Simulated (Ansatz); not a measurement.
# MnS: the cost of one run

Computed with Ansatz 0.2.0 (DFT PBE+U (U_eff = 3.9 eV on Mn 3d), scalar-relativistic, plane waves, PAW, unless a step's input says otherwise).

The COD entry's cell or inner coordinates are ideal or old and differ from later refinements, so a difference from it is no clean test against experiment.

These runs use a low cutoff (300 eV) and a coarse mesh on purpose, to show what cheap settings give: their numbers aren't properties of the material.

### 1 The starting structure

Symmetry: Fm-3m, No. 225, cubic system. Conventional cell: a = 5.209 Å, b = 5.209 Å, c = 5.209 Å, α = 90.00°, β = 90.00°, γ = 90.00°. Around Mn (site symmetry m-3m) lie 6 S at 2.60 Å. S (site symmetry m-3m) is surrounded by 6 Mn at 2.60 Å.

Coordinates:

```cif
data_structure
_symmetry_space_group_name_H-M 'Fm-3m'
_symmetry_Int_Tables_number 225
_cell_length_a 5.2090
_cell_length_b 5.2090
_cell_length_c 5.2090
_cell_angle_alpha 90.000
_cell_angle_beta 90.000
_cell_angle_gamma 90.000
_cell_volume 141.34
loop_
_atom_site_label
_atom_site_type_symbol
_atom_site_symmetry_multiplicity
_atom_site_Wyckoff_symbol
_atom_site_fract_x
_atom_site_fract_y
_atom_site_fract_z
_atom_site_occupancy
Mn1 Mn 4 a 0.00000 0.00000 0.00000 1
S1 S 4 b 0.50000 0.00000 0.00000 1
```

Starting moments: Mn 5.00 μB.

### 2 First run, at the start cell

Contents of input.yaml:

```yaml
crystal:
  lattice:
    - [0.0, 2.6045, 2.6045]
    - [2.6045, 0.0, 2.6045]
    - [2.6045, 2.6045, 0.0]
  atoms:
    - { symbol: Mn, position: [0.0, 0.0, 0.0], spin: 5.0 }
    - { symbol: S, position: [0.5, 0.5, 0.5] }
basis:
  ecutwfc: 300
  ecutrho_ratio: 4
kpoints:
  mp_grid: { grid: [5, 5, 5] }
hamiltonian:
  xc: pbe
  hubbard: { sites: [{ species: Mn, l: d, u_eff: 3.9 }] }
scf:
  occupations: { method: gaussian, width: 0.05 }
output:
  forces: true
  stress: true
  eigenvalues: true
  populations: true
  hubbard: { sites: [{ species: Mn, l: d }] }
magnetization:
  spin_polarized: true
```

On the command line:

```console
$ ansatz run input.yaml --threads 1 --pin off --max-ram 2560MiB --backend cpu --events-out ev --progress --plain --runs-dir out
```

**Question.** How long does this run take on 1 thread of Arm Neoverse N1, shared host, and how much memory does it need?

About 3.4 s, with a peak of 0.3 GiB.
